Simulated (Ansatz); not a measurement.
**CH₃GeO+ (SMILES O=[C+][GeH3]): functionals against CCSD(T) at one geometry**

The task here is to estimate one member of a computed series from the others.

Method: single points in def2-TZVPP; program: Ansatz 0.2.0, Gaussian basis.

Cores are frozen in the correlated methods. Filled d shells of the heavier atoms are correlated.

### Starting geometry

SMILES `O=[C+][GeH3]`, 6 atoms, charge 1, spin multiplicity 1.

Atoms are counted from 1 here; the program's logs count them from 0.

Bond lengths: O1–C2 1.135 Å, C2–Ge3 2.095 Å, Ge3–H4 1.554 Å, Ge3–H5 1.527 Å, Ge3–H6 1.558 Å. Angles: O1–C2–Ge3 178.3°, C2–Ge3–H4 97.5°, C2–Ge3–H5 97.8°, C2–Ge3–H6 97.8°, H4–Ge3–H5 120.1°, H4–Ge3–H6 116.6°, H5–Ge3–H6 118.0°.

Coordinates:

```xyz
6
charge 1, multiplicity 1
O     0.3075   -2.3193    0.7370
C     0.1469   -1.2482    0.3984
Ge   -0.0878    0.7398   -0.2202
H    -1.4528    0.5677   -0.9421
H     1.1998    0.8573   -1.0324
H    -0.1236    1.3977    1.1916
```

The first run:

Input file run/in.yaml:

```yaml
crystal:
  periodic: [false, false, false]
  atoms:
    - {symbol: O, position_ang: [0.307500, -2.319300, 0.737000]}
    - {symbol: C, position_ang: [0.146900, -1.248200, 0.398400]}
    - {symbol: Ge, position_ang: [-0.087800, 0.739800, -0.220200]}
    - {symbol: H, position_ang: [-1.452800, 0.567700, -0.942100]}
    - {symbol: H, position_ang: [1.199800, 0.857300, -1.032400]}
    - {symbol: H, position_ang: [-0.123600, 1.397700, 1.191600]}
basis:
  gaussian: {orbitals: def2-TZVPP}
total_charge: 1
correlation: {method: ccsd_t}
output: {forces: true}
```

The command line of these runs was not kept.

Steps of the session up to this table: CCSD(T)/def2-TZVPP; PBE0-D4/def2-TZVPP; wB97M-V/def2-TZVPP; r2SCAN-D4/def2-TZVPP; PBE-D4/def2-TZVPP; BLYP-D4/def2-TZVPP; r2SCAN0-D4/def2-TZVPP.

One table of the session follows, with a row left open; its other results are not shown here.

| method | RMS force component (eV/Å) | angle to CCSD(T) forces (°) |
| --- | --- | --- |
| CCSD(T) | 0.683 | reference |
| PBE0-D4 | 1.094 | 13.3 |
| wB97M-V | 1.161 | 10.1 |
| r2SCAN-D4 | 0.836 | 10.6 |
| PBE-D4 | 0.458 | 12.2 |
| BLYP-D4 | ? | ? |
| r2SCAN0-D4 | 1.333 | 13.3 |

**Question.** Estimate the row for BLYP-D4.

As computed: RMS force component (eV/Å): 0.493; angle to CCSD(T) forces (°): 9.6. In the column «RMS force component (eV/Å)» it lies between PBE-D4 (0.458) and CCSD(T) (0.683).
